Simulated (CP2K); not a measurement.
Crystal: WS.

```
W S
1.0
     3.00789    0.00000    0.00000
     0.00000    3.00789    0.00000
     0.00000    0.00000    3.00789
W S
1 1
Direct
  0.50000 0.50000 0.50000
  0.00000 0.00000 0.00000
```

The cell was built by a generator and needn't be a form met in nature.

* Program: CP2K 2026.2
* Task: relaxation of cell and atoms
* Functional: revPBE
* Dispersion: D4
* Potentials or basis: POTENTIAL_UZH W GTH-PBE-q14, S GTH-PBE-q6; DZVP-MOLOPT-PBE-GTH basis
* Density cutoff: 6123 eV
* k mesh: 7 × 7 × 7
* Occupations: fermi-dirac, width 0.05 eV
* Spin: no spin polarisation

At the start: pressure -11.2 GPa; volume 13.61 Å³/atom.

Task: How do energy, volume and symmetry change on relaxing?

Result: Over 6 steps the energy falls by 22.9 meV/atom and the volume is 12.99 Å³/atom (-4.6 %); space group Pm-3m (No. 221, to 0.05 Å).

Step by step:
```tsv
step	energy change (eV)	largest force (eV/Å)	volume (Å³)
1	0.0000	0.0000	27.21
2	-0.0117	0.0000	27.04
3	-0.0455	0.0000	25.87
4	-0.0458	0.0000	25.98
5	-0.0458	0.0000	25.97
6	-0.0458	0.0000	25.97
```

Final structure:
```xyz
2
Lattice="2.9614 0.0000 0.0000 0.0000 2.9614 0.0000 0.0000 0.0000 2.9614" Properties=species:S:1:pos:R:3 pbc="T T T"
W     1.4807    1.4807    1.4807
S     0.0000    0.0000    0.0000
```

Caveat: the potentials were made for another functional, which shifts forces and pressure; the basis of atomic orbitals isn't converged, which shifts pressures, moduli and gaps; pairwise dispersion overbinds metals, which lowers pressure and volume.
